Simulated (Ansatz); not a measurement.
**CH5AlFN: one species, many methods**

The task here is to estimate one member of a computed series from the others.

Program: Ansatz 0.2.0, Gaussian basis. Level of theory: functionals in def2-TZVPP, the program's frozen cores in correlated methods. These are calculated values, not measurements.

Levels to be run: LDA (SPW92), PBE-D4, revPBE-D4, BLYP-D4, r2SCAN-D4, B97M-V, PBE0-D4, B3LYP-D4, r2SCANh-D4, r2SCAN0-D4, HSE06-D4, BHLYP-D4, CAM-B3LYP-D4, LC-ωPBE, ωB97X-V, ωB97M-V, B2PLYP, PBE-QIDH; CCSD(T)/def2-SVP; CCSD(T)/def2-TZVPP; CCSD(T)/def2-QZVPP; extrapolation to the limit; RPA on PBE.

## The geometry

The geometry comes from an earlier relaxation with PBE0-D4 in a triple-zeta def2 set; it is a stationary point, not always the lowest conformer.

SMILES `C[NH][AlH][F]`, 9 atoms, charge 0, spin multiplicity 1.

Atoms are counted from 1 here; the program's logs count them from 0.

Bond lengths: C1–N2 1.448 Å, C1–H5 1.096 Å, C1–H6 1.093 Å, C1–H7 1.096 Å, N2–Al3 1.758 Å, N2–H8 1.009 Å, Al3–F4 1.652 Å, Al3–H9 1.571 Å. Angles: N2–C1–H5 112.3°, N2–C1–H6 110.0°, N2–C1–H7 112.3°, H5–C1–H6 107.1°, H5–C1–H7 107.8°, H6–C1–H7 107.1°, C1–N2–Al3 127.2°, C1–N2–H8 112.3°, Al3–N2–H8 120.5°, N2–Al3–F4 117.9°, N2–Al3–H9 122.1°, F4–Al3–H9 120.1°.

As a file:

```xyz
9
charge 0, multiplicity 1
C    -0.4985    0.8345   -0.8361
N    -0.0095   -0.4424   -0.3593
Al    0.6503   -0.8017    1.2302
F     1.1431   -2.3495    1.5293
H    -1.5575    0.7965   -1.1164
H    -0.4014    1.5890   -0.0508
H     0.0647    1.1984   -1.7031
H    -0.0810   -1.1659   -1.0588
H     0.7783    0.2948    2.3478
```

The first run:

The input, in.yaml:

```yaml
crystal:
  periodic: [false, false, false]
  atoms:
    - {symbol: C, position_ang: [-0.498543, 0.834509, -0.836096]}
    - {symbol: N, position_ang: [-0.009535, -0.442439, -0.359317]}
    - {symbol: Al, position_ang: [0.650334, -0.801679, 1.230183]}
    - {symbol: F, position_ang: [1.143074, -2.349533, 1.529317]}
    - {symbol: H, position_ang: [-1.557519, 0.796532, -1.116358]}
    - {symbol: H, position_ang: [-0.401393, 1.588960, -0.050828]}
    - {symbol: H, position_ang: [0.064670, 1.198443, -1.703113]}
    - {symbol: H, position_ang: [-0.081021, -1.165891, -1.058825]}
    - {symbol: H, position_ang: [0.778333, 0.294798, 2.347838]}
basis:
  gaussian: {orbitals: def2-TZVPP}
hamiltonian: {xc: lda}
output: {orbitals: {seedname: orbitals}}
```

Started as:

```console
$ ansatz run in.yaml --threads 2 --pin off --events-out ev --progress --plain --max-ram 32768MiB --backend cpu
```

Among the steps run: LDA; PBE-D4 (GGA); revPBE-D4 (GGA); BLYP-D4 (GGA); r2SCAN-D4 (meta-GGA); B97M-V (meta-GGA); B3LYP-D4 (hybrid); r2SCANh-D4 (hybrid); r2SCAN0-D4 (hybrid); HSE06-D4 (hybrid); BHLYP-D4 (hybrid); CAM-B3LYP-D4 (range-separated); LC-ωPBE (range-separated); ωB97X-V (range-separated); ωB97M-V (range-separated); B2PLYP (double hybrid); PBE-QIDH (double hybrid).

One of the session's tables, all rows but one given; the rest of the session is left out.

It belongs to the step «Frontier levels by functional». 

```
  functional  HOMO (eV)  gap (eV)
 LDA (SPW92)      -5.87      4.69
      PBE-D4      -5.72      4.76
   revPBE-D4      -5.66      4.80
     BLYP-D4      -5.61      4.74
   r2SCAN-D4      -5.97      5.39
      B97M-V      -6.07      5.23
     PBE0-D4      -7.04      6.84
    B3LYP-D4      -6.83      6.39
  r2SCANh-D4      -6.47      6.13
  r2SCAN0-D4      -7.22      7.25
    HSE06-D4      -6.64      6.07
    BHLYP-D4      -8.30      8.80
CAM-B3LYP-D4      -8.46      9.13
     LC-ωPBE          ?         ?
     ωB97X-V      -9.48     11.14
     ωB97M-V      -9.38     10.72
```

Estimate the missing values for LC-ωPBE.

As computed: HOMO (eV): -9.85; gap (eV): 11.63. In the column «HOMO (eV)» it is the lowest.
